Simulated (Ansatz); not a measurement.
# C6H18AlN3: the cost of one run

Computed with Ansatz 0.2.0, Gaussian basis. Level: one geometry, several basis sets.

The runs, in order: PBE0-D4/def2-SVP; ωB97M-V/def2-SVP; PBE0-D4/def2-QZVPP; ωB97M-V/def2-QZVPP; the functionals' def2-TZVPP values are taken from earlier runs.

## 1. The relaxed structure

The geometry comes from an earlier relaxation with PBE0-D4 in a triple-zeta def2 set; it is a stationary point, not always the lowest conformer.

SMILES `C[N](C)[Al]([N](C)C)[N](C)C`, 28 atoms, charge 0, spin multiplicity 1.

Atoms are counted from 1 here; the program's logs count them from 0.

Bond lengths: C1–N2 1.440 Å, C1–H11 1.093 Å, C1–H12 1.101 Å, C1–H13 1.101 Å, N2–C3 1.440 Å, N2–Al4 1.778 Å, C3–H14 1.093 Å, C3–H15 1.101 Å, C3–H16 1.101 Å, Al4–N5 1.778 Å, Al4–N8 1.778 Å, N5–C6 1.440 Å, N5–C7 1.440 Å, C6–H17 1.101 Å, C6–H18 1.093 Å, C6–H19 1.101 Å, C7–H20 1.093 Å, C7–H21 1.101 Å and more. Angles: N2–C1–H11 111.0°, N2–C1–H12 112.0°, N2–C1–H13 111.6°, H11–C1–H12 107.7°, H11–C1–H13 107.4°, H12–C1–H13 106.9°, C1–N2–C3 112.3°, C1–N2–Al4 123.8°, C3–N2–Al4 123.9°, N2–C3–H14 111.0°, N2–C3–H15 112.0°, N2–C3–H16 111.6°, H14–C3–H15 107.7°, H14–C3–H16 107.4°, H15–C3–H16 106.9°, N2–Al4–N5 120.0°, N2–Al4–N8 120.0°, N5–Al4–N8 120.0° and more.

Coordinates:

```mol
C6H18AlN3
  3D, bonds by distance, orders not assigned

 28 27  0  0  0  0  0  0  0  0999 V2000
   -2.5577    0.1234   -1.2429 C   0  0
   -1.6440   -0.5743   -0.3751 N   0  0
   -2.2119   -1.7884    0.1519 C   0  0
   -0.0035   -0.0014    0.0012 Al  0  0
    0.3636    1.7377   -0.0480 N   0  0
    1.6690    2.2746   -0.3344 C   0  0
   -0.6100    2.7710    0.1943 C   0  0
    1.2705   -1.1664    0.4268 N   0  0
    2.3974   -0.8510    1.2665 C   0  0
    1.2946   -2.5329   -0.0276 C   0  0
   -2.0990    1.0292   -1.6465 H   0  0
   -3.4792    0.4206   -0.7185 H   0  0
   -2.8628   -0.5007   -2.0968 H   0  0
   -1.5101   -2.2893    0.8230 H   0  0
   -2.4772   -2.4999   -0.6455 H   0  0
   -3.1317   -1.5914    0.7237 H   0  0
    2.0619    2.8729    0.5024 H   0  0
    2.3856    1.4746   -0.5349 H   0  0
    1.6525    2.9319   -1.2174 H   0  0
   -1.5868    2.3409    0.4286 H   0  0
   -0.7364    3.4316   -0.6776 H   0  0
   -0.3198    3.4115    1.0413 H   0  0
    2.3475    0.1831    1.6158 H   0  0
    2.4344   -1.4984    2.1560 H   0  0
    3.3547   -0.9791    0.7376 H   0  0
    1.2598   -3.2469    0.8100 H   0  0
    0.4428   -2.7438   -0.6786 H   0  0
    2.2092   -2.7545   -0.5988 H   0  0
  1  2  8  0
  2  3  8  0
  2  4  8  0
  4  5  8  0
  5  6  8  0
  5  7  8  0
  4  8  8  0
  8  9  8  0
  8 10  8  0
  1 11  8  0
  1 12  8  0
  1 13  8  0
  3 14  8  0
  3 15  8  0
  3 16  8  0
  6 17  8  0
  6 18  8  0
  6 19  8  0
  7 20  8  0
  7 21  8  0
  7 22  8  0
  9 23  8  0
  9 24  8  0
  9 25  8  0
 10 26  8  0
 10 27  8  0
 10 28  8  0
M  END
```

## 2. PBE0-D4 in def2-SVP

in.yaml

```yaml
crystal:
  periodic: [false, false, false]
  atoms:
    - {symbol: C, position_ang: [-2.557660, 0.123350, -1.242892]}
    - {symbol: N, position_ang: [-1.644033, -0.574270, -0.375066]}
    - {symbol: C, position_ang: [-2.211891, -1.788417, 0.151935]}
    - {symbol: Al, position_ang: [-0.003458, -0.001386, 0.001245]}
    - {symbol: N, position_ang: [0.363587, 1.737684, -0.047993]}
    - {symbol: C, position_ang: [1.668972, 2.274645, -0.334409]}
    - {symbol: C, position_ang: [-0.610044, 2.770992, 0.194308]}
    - {symbol: N, position_ang: [1.270491, -1.166418, 0.426769]}
    - {symbol: C, position_ang: [2.397409, -0.851000, 1.266475]}
    - {symbol: C, position_ang: [1.294617, -2.532913, -0.027618]}
    - {symbol: H, position_ang: [-2.099004, 1.029192, -1.646492]}
    - {symbol: H, position_ang: [-3.479200, 0.420643, -0.718489]}
    - {symbol: H, position_ang: [-2.862806, -0.500723, -2.096830]}
    - {symbol: H, position_ang: [-1.510071, -2.289288, 0.823037]}
    - {symbol: H, position_ang: [-2.477222, -2.499941, -0.645541]}
    - {symbol: H, position_ang: [-3.131715, -1.591374, 0.723676]}
    - {symbol: H, position_ang: [2.061897, 2.872945, 0.502424]}
    - {symbol: H, position_ang: [2.385566, 1.474571, -0.534946]}
    - {symbol: H, position_ang: [1.652549, 2.931870, -1.217354]}
    - {symbol: H, position_ang: [-1.586768, 2.340898, 0.428568]}
    - {symbol: H, position_ang: [-0.736399, 3.431564, -0.677650]}
    - {symbol: H, position_ang: [-0.319791, 3.411479, 1.041269]}
    - {symbol: H, position_ang: [2.347492, 0.183074, 1.615772]}
    - {symbol: H, position_ang: [2.434367, -1.498392, 2.156029]}
    - {symbol: H, position_ang: [3.354742, -0.979119, 0.737593]}
    - {symbol: H, position_ang: [1.259792, -3.246886, 0.810032]}
    - {symbol: H, position_ang: [0.442787, -2.743779, -0.678562]}
    - {symbol: H, position_ang: [2.209194, -2.754501, -0.598792]}
basis:
  gaussian: {orbitals: def2-SVP}
hamiltonian: {xc: pbe0, dispersion: d4}
output: {orbitals: {seedname: orbitals}}
```

On the command line:

```bash
$ ansatz run in.yaml --threads 4 --pin off --events-out ev --progress --plain --max-ram 66560MiB --backend cpu
```

What time and memory should one allow on 4 threads of AMD EPYC 7R13, shared host?

About 6.5 s, with a peak of 1.2 GiB.
